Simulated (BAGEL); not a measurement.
**AlSiH4SO (SMILES [SiH3][O][Al][SH]) at ROHF/def2-SVP (density fitting with qzvpp-jkfit)**

What is the energy change on altering one bond length of AlSiH4SO at ROHF/def2-SVP (density fitting with qzvpp-jkfit)? 

The calculation is run with BAGEL 1.2.2.

1 further run of the same task is left out (set aside as unsound or not needed).

### 1 The system as given

The species is AlSiH4SO (8 atoms), meant as a doublet with charge 0. SMILES: `[SiH3][O][Al][SH]`. Geometry: relaxed at PBE0-D4/def2-TZVP. This is one conformer, not always the lowest.

Bond lengths: Si1–O2 1.627 Å, O2–Al3 1.685 Å, Al3–S4 2.204 Å, Si1–H5 1.487 Å, Si1–H6 1.487 Å, Si1–H7 1.487 Å, S4–H8 1.347 Å. Angles: Si1–O2–Al3 171.2°, O2–Al3–S4 117.4°, O2–Si1–H5 109.8°, O2–Si1–H6 110.3°, O2–Si1–H7 110.1°, Al3–S4–H8 91.1°, H5–Si1–H6 108.8°, H5–Si1–H7 108.9°, H6–Si1–H7 108.9°.

### 2 The energy at ROHF/def2-SVP (density fitting with qzvpp-jkfit)

The input, input.json:

```json
{ "bagel" : [

{
  "title" : "molecule",
  "basis" : "svp",
  "df_basis" : "qzvpp-jkfit",
  "angstrom" : true,
  "geometry" : [
    { "atom" : "Si", "xyz" : [      -0.153900,       1.473700,      -0.237300 ] },
    { "atom" : "O", "xyz" : [       0.275800,       0.039900,       0.401500 ] },
    { "atom" : "Al", "xyz" : [       0.821700,      -1.305500,       1.256700 ] },
    { "atom" : "S", "xyz" : [       0.335700,      -3.294000,       0.439800 ] },
    { "atom" : "H", "xyz" : [      -1.124000,       1.261000,      -1.343900 ] },
    { "atom" : "H", "xyz" : [      -0.788200,       2.330800,       0.799100 ] },
    { "atom" : "H", "xyz" : [       1.042900,       2.173300,      -0.774500 ] },
    { "atom" : "H", "xyz" : [      -0.317600,      -2.736300,      -0.597200 ] }
  ]
},

{ "title" : "rohf", "nopen" : 1 },

{ "title" : "print", "file" : "orbitals.molden", "orbitals" : true }

]}
```

Run with:

```bash
$ BAGEL_NUM_THREADS=1 BAGEL input.json > input.out
```

The log of the run:

```text
* using 1 threads per process

  ===============================================================
  ===============================================================

  *** Geometry ***

  { "atom" : "Si", "xyz" : [     -0.290829,      2.784889,     -0.448432 ] },
  { "atom" : "O", "xyz" : [      0.521186,      0.075400,      0.758725 ] },
  { "atom" : "Al", "xyz" : [      1.552788,     -2.467037,      2.374819 ] },
  { "atom" : "S", "xyz" : [      0.634381,     -6.224758,      0.831102 ] },
  { "atom" : "H", "xyz" : [     -2.124052,      2.382945,     -2.539603 ] },
  { "atom" : "H", "xyz" : [     -1.489482,      4.404574,      1.510080 ] },
  { "atom" : "H", "xyz" : [      1.970795,      4.106942,     -1.463593 ] },
  { "atom" : "H", "xyz" : [     -0.600177,     -5.170858,     -1.128544 ] },

  Number of auxiliary basis functions:      533

  Since a DF basis is specified, we compute 2- and 3-index integrals:
    o Being stored without compression. Storage requirement is 0.033 GB

  Number of basis functions:       88
  Number of electrons      :       55

    * METHOD: MOLECULE                             0.29

  *** Open-shell HF ***

  === Nuclear Repulsion ===
   235.6961669226

      * DIIS with orbital gradients will be used.

  === ROHF iteration (svp) ===
      0      -1005.11373294          0.03435987           0.20
      1      -1005.23069157          0.02748115           0.19
      2      -1005.28399245          0.01914995           0.19
      3      -1005.33598418          0.00120554           0.19
      4      -1005.33727884          0.00038033           0.19
      5      -1005.33752248          0.00014551           0.19
      6      -1005.33757139          0.00003591           0.19
      7      -1005.33758547          0.00000843           0.18
      8      -1005.33758820          0.00000234           0.18
      9      -1005.33758868          0.00000092           0.18
     10      -1005.33758871          0.00000045           0.18
     11      -1005.33758871          0.00000015           0.18
     12      -1005.33758871          0.00000005           0.19
     13      -1005.33758872          0.00000002           0.19
     14      -1005.33758872          0.00000001           0.18
    * SCF iteration converged.

    * S^2 (ROHF) is 0.7500

    * Permanent dipole moment:
           (   -0.080060,    -0.471726,    -0.141902) a.u.

    * METHOD: ROHF                                 3.03

    * METHOD: PRINT                                0.02

  ===============================================================
```

Wall time 3.6 s (1 thread of Arm Neoverse V1, shared host); peak memory 0.14 GiB.

### 3 The distorted shape

The input, job.json:

```json
{ "bagel": [

{
  "title": "molecule",
  "basis": "svp",
  "df_basis": "qzvpp-jkfit",
  "angstrom": true,
  "geometry": [
    { "atom": "Si", "xyz": [    0.137142,    1.537513,    0.094693 ] },
    { "atom": "O", "xyz": [    0.566842,    0.103713,    0.733493 ] },
    { "atom": "Al", "xyz": [    1.112742,   -1.241687,    1.588693 ] },
    { "atom": "S", "xyz": [    0.626742,   -3.230187,    0.771793 ] },
    { "atom": "H", "xyz": [   -1.124000,    1.261000,   -1.343900 ] },
    { "atom": "H", "xyz": [   -0.497158,    2.394613,    1.131093 ] },
    { "atom": "H", "xyz": [    1.333942,    2.237113,   -0.442507 ] },
    { "atom": "H", "xyz": [   -0.026558,   -2.672487,   -0.265207 ] }
  ]
},
{ "title": "rohf", "charge": 0, "nopen": 1 },
{ "title": "print", "file": "orbitals.molden", "orbitals": true }

]}
```

Run with:

```bash
$ BAGEL_NUM_THREADS=1 BAGEL job.json > job.out
```

The log of the run:

```text
* using 1 threads per process

  ===============================================================
  ===============================================================

  *** Geometry ***

  { "atom" : "Si", "xyz" : [      0.259161,      2.905478,      0.178944 ] },
  { "atom" : "O", "xyz" : [      1.071176,      0.195989,      1.386101 ] },
  { "atom" : "Al", "xyz" : [      2.102778,     -2.346448,      3.002195 ] },
  { "atom" : "S", "xyz" : [      1.184371,     -6.104169,      1.458477 ] },
  { "atom" : "H", "xyz" : [     -2.124052,      2.382945,     -2.539603 ] },
  { "atom" : "H", "xyz" : [     -0.939492,      4.525163,      2.137456 ] },
  { "atom" : "H", "xyz" : [      2.520785,      4.227531,     -0.836217 ] },
  { "atom" : "H", "xyz" : [     -0.050187,     -5.050269,     -0.501169 ] },

  Number of auxiliary basis functions:      533

  Since a DF basis is specified, we compute 2- and 3-index integrals:
    o Being stored without compression. Storage requirement is 0.033 GB

  Number of basis functions:       88
  Number of electrons      :       55

    * METHOD: MOLECULE                             0.29

  *** Open-shell HF ***

  === Nuclear Repulsion ===
   234.1066261804

      * DIIS with orbital gradients will be used.

  === ROHF iteration (svp) ===
      0      -1005.07508094          0.03423483           0.19
      1      -1005.18956803          0.02745226           0.19
      2      -1005.24233578          0.01926754           0.19
      3      -1005.29498570          0.00118249           0.19
      4      -1005.29626083          0.00038308           0.19
      5      -1005.29650565          0.00014550           0.19
      6      -1005.29655528          0.00003589           0.19
      7      -1005.29656956          0.00000831           0.18
      8      -1005.29657236          0.00000249           0.18
      9      -1005.29657284          0.00000090           0.19
     10      -1005.29657285          0.00000045           0.19
     11      -1005.29657287          0.00000018           0.20
     12      -1005.29657287          0.00000006           0.19
     13      -1005.29657287          0.00000002           0.19
     14      -1005.29657287          0.00000001           0.19
    * SCF iteration converged.

    * S^2 (ROHF) is 0.7500

    * Permanent dipole moment:
           (   -0.332115,    -0.481878,    -0.432758) a.u.

    * METHOD: ROHF                                 3.06

    * METHOD: PRINT                                0.02

  ===============================================================
```

It took 3.6 s on 1 thread of Arm Neoverse V1, shared host; peak memory 0.14 GiB.

### 4 What came out

At ROHF/def2-SVP (density fitting with qzvpp-jkfit):

| quantity | value |
| --- | --- |
| first shape: total energy | -1005.33759 Eh |
| first shape: dipole moment | 1.27 D |
| first shape: ⟨S²⟩ | 0.750 |
| distorted shape: total energy | -1005.29657 Eh |
| distorted shape: dipole moment | 1.85 D |
| distorted shape: ⟨S²⟩ | 0.750 |
| energy change with the Si1–H5 bond stretched from 1.487 to 1.933 Å | 1.116 eV |

What this shows: With the Si1–H5 bond stretched from 1.487 to 1.933 Å the energy rises by 1.12 eV (26 kcal/mol). The first shape isn't relaxed at this level, so the change isn't measured from a minimum.
